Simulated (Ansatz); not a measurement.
# BGeNH+ (triplet): the correlation ladder, cc-pVDZ

An exercise on one series of results from a longer session: the logs are not shown, and one member is left open.

Program: Ansatz 0.2.0, Gaussian basis. Level of theory: cc-pVDZ, core rule «outside noble gas», up to 16 orbitals frozen. These are calculated values, not measurements.

The runs, in order: UHF; CCSD(T) on ROHF; CCSD(T) on UHF; BCCD(T) on ROHF; CISD as a restricted active space (open shells left free, so some higher excitations enter); CCSDT(Q) on ROHF; CCSDT(Q) on UHF; CASSCF and NEVPT2, 10 electrons in 10 orbitals.

27 further runs of the same task are left out: 12 that didn't finish, 15 set aside as unsound or not needed. Runs told in other sessions of the task aren't counted.

## What is computed

The geometry is a PBE0/def2-TZVP stationary point (not a proven minimum) of the parent state, kept for this charge and spin. No spin-orbit coupling is included. The filled d shell of Ge may be among the frozen orbitals whatever the setting's name suggests.

4 atoms, charge 1, spin multiplicity 3.

Atoms are counted from 1 here; the program's logs count them from 0.

Bond lengths: B1–Ge2 2.138 Å, B1–N3 1.346 Å, B1–H4 1.181 Å, Ge2–N3 1.938 Å. Angles: Ge2–B1–N3 62.9°, Ge2–B1–H4 145.5°, N3–B1–H4 151.6°, B1–Ge2–N3 38.2°, B1–N3–Ge2 79.0°.

The first run:

The input, in.yaml:

```yaml
crystal:
  periodic: [false, false, false]
  atoms:
    - {symbol: B, position_ang: [0.000000, 0.535353, 1.574476]}
    - {symbol: Ge, position_ang: [0.000000, 0.049350, -0.507987]}
    - {symbol: N, position_ang: [0.000000, -0.770467, 1.248606]}
    - {symbol: H, position_ang: [0.000000, 1.408034, 2.370817]}
basis:
  gaussian: {orbitals: cc-pVDZ}
total_charge: 1
magnetization: {spin_polarized: true, initial_magnetization: 2}
hamiltonian: {xc: hf}
output: {orbitals: {seedname: orbitals}}
```

The run is started by

```bash
$ ansatz run in.yaml --threads 1 --pin off --events-out ev --progress --plain --max-ram 2393MiB
```

Among the steps run: UHF; CCSD(T) on ROHF; CCSD(T) on UHF; BCCD(T) on ROHF; CISD as a restricted active space (open shells left free, so some higher excitations enter); CCSDT(Q) on ROHF; CCSDT(Q) on UHF; CASSCF and NEVPT2, 10 electrons in 10 orbitals.

One of the session's tables, all rows but one given; the rest of the session is left out.

It belongs to the step «Misses and costs». 

| method | from UCCSDT(Q) (kJ/mol) |
| --- | --- |
| ROHF | +853.6 |
| UHF | +826.4 |
| RMP2 | +118.2 |
| UMP2 | +125.8 |
| RCCSD | +48.2 |
| UCCSD | ? |
| RCCSD(T) | +8.8 |
| UCCSD(T) | +8.2 |
| BCCD(T) | +8.5 |
| RCCSDT | +5.3 |
| UCCSDT | +4.3 |
| RCCSDT(Q) | +1.3 |
| UCCSDT(Q) | 0 |
| CASSCF frontier | +510.0 |
| NEVPT2 frontier | +128.2 |

**Question.** Estimate the row for UCCSD.

The run gave: from UCCSDT(Q) (kJ/mol): +46.3. In the column «from UCCSDT(Q) (kJ/mol)» it lies between RCCSD(T) (+8.8) and RCCSD (+48.2).

Not comparable, so not listed: CISD as a restricted active space (open shells left free, so some higher excitations enter) (they don't share determinant, frozen orbitals or solution with the rows shown, or repeat one).

Limits of these values: Restricted and unrestricted rows rest on different reference determinants; a gap between their highest levels can come from leftover correlation error, from unlike frozen cores or from another state.
